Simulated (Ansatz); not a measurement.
# La3AlN4: the band gap up the ladder of functionals

An exercise on one series of results from a longer session: the logs are not shown, and one member is left open.

Program: Ansatz 0.2.0. PAW datasets, plane waves. The cell comes from a prototype generator: it can be a known phase or a hypothetical one. Spin polarisation is off.

### The system as given

The cell was relaxed beforehand with r2SCAN.

It is trigonal, P3m1 (No. 156); conventional cell a = 3.836 Å, c = 12.125 Å, 19.32 Å³ an atom. Al has 4 N at 1.82–2.25 Å; La has 4 N at 2.37–2.49 Å; La has 4 N at 2.33–2.51 Å; La has 4 N at 2.37–2.50 Å; N has 1 Al at 1.82 Å and 3 La at 2.33 Å.

Structure file:

```cif
data_structure
_symmetry_space_group_name_H-M 'P3m1'
_symmetry_Int_Tables_number 156
_cell_length_a 3.8363
_cell_length_b 3.8363
_cell_length_c 12.1245
_cell_angle_alpha 90.000
_cell_angle_beta 90.000
_cell_angle_gamma 120.000
_cell_volume 154.53
loop_
_atom_site_label
_atom_site_type_symbol
_atom_site_symmetry_multiplicity
_atom_site_Wyckoff_symbol
_atom_site_fract_x
_atom_site_fract_y
_atom_site_fract_z
_atom_site_occupancy
Al1 Al 1 b 0.33333 0.66667 0.00934 1
La1 La 1 b 0.33333 0.66667 0.49400 1
La2 La 1 c 0.66667 0.33333 0.21810 1
La3 La 1 c 0.66667 0.33333 0.76880 1
N1 N 1 b 0.33333 0.66667 0.15952 1
N2 N 1 b 0.33333 0.66667 0.69952 1
N3 N 1 c 0.66667 0.33333 0.42548 1
N4 N 1 c 0.66667 0.33333 0.97525 1
```

The first run:

input.yaml

```yaml
crystal:
  lattice:
    - [3.8362598481, 0.0, 0.0]
    - [-1.9181299241, 3.322298484, 0.0]
    - [0.0, 0.0, 12.1245290308]
  atoms:
    - { symbol: Al, position: [0.3333333333, 0.6666666667, 0.0093350384] }
    - { symbol: La, position: [0.3333333333, 0.6666666667, 0.4939969247] }
    - { symbol: La, position: [0.6666666667, 0.3333333333, 0.2180995055] }
    - { symbol: La, position: [0.6666666667, 0.3333333333, 0.7687951481] }
    - { symbol: "N", position: [0.3333333333, 0.6666666667, 0.1595168731] }
    - { symbol: "N", position: [0.3333333333, 0.6666666667, 0.6995218075] }
    - { symbol: "N", position: [0.6666666667, 0.3333333333, 0.4254848087] }
    - { symbol: "N", position: [0.6666666667, 0.3333333333, 0.9752498939] }
kpoints:
  mp_grid: { grid: [12, 12, 2] }
  band_path:
    path:
      - [[0.0, 0.0, 0.0], [0.5, 1.454067208417e-17, -1.096474127888e-18], [0.3333333333333, 0.3333333333333, -7.309827519254e-19], [0.0, 0.0, 0.0], [-2.111903391884e-37, -3.132886586627e-37, 0.5], [0.5, 1.45682652911e-17, 0.5], [0.3333333333333, 0.3333333333333, 0.5], [-2.111903391884e-37, -3.132886586627e-37, 0.5]]
      - [[0.5, 1.45682652911e-17, 0.5], [0.5, 1.454067208417e-17, -1.096474127888e-18]]
      - [[0.3333333333333, 0.3333333333333, 0.5], [0.3333333333333, 0.3333333333333, -7.309827519254e-19]]
    npoints: 10
hamiltonian:
  xc: pbe
scf:
  occupations: { method: fermi_dirac, width: 0.02 }
  n_extra_bands: 6
output:
  forces: true
  stress: true
  eigenvalues: true
```

On the command line:

```console
$ ansatz run input.yaml --threads 4 --pin off --max-ram 6451MiB --backend cpu --events-out ev --progress --plain --runs-dir out
```

Steps of the session up to this table: PBE band path; r2SCAN; HSE06; PBE+SOC; PBE0.

One table of the session follows, with a row left open; its other results are not shown here.

| level | gap (eV) |
| --- | --- |
| PBE | 0.40 |
| r2SCAN | 0.65 |
| HSE06 | 1.26 |
| PBE+SOC | ? |
| PBE0 | 1.93 |

**Question.** Estimate the row for PBE+SOC.

The run gave: gap (eV): 0.38. In the column «gap (eV)» it is the lowest.

Meshes: PBE 12×12×2, r2SCAN 12×12×2, HSE06 6×6×2, PBE+SOC 12×12×2, PBE0 6×6×2

In words: The gap runs from 0.38 eV (PBE+SOC) to 1.93 eV (PBE0). PBE reaches 32 % of the HSE06 value, and r2SCAN 52 %. PBE0 lies 0.67 eV above HSE06, which differs from it by screening the long-range exchange.

To keep in mind: Warnings in the runs' records: stress scf threshold loose, stress exchange threshold loose.
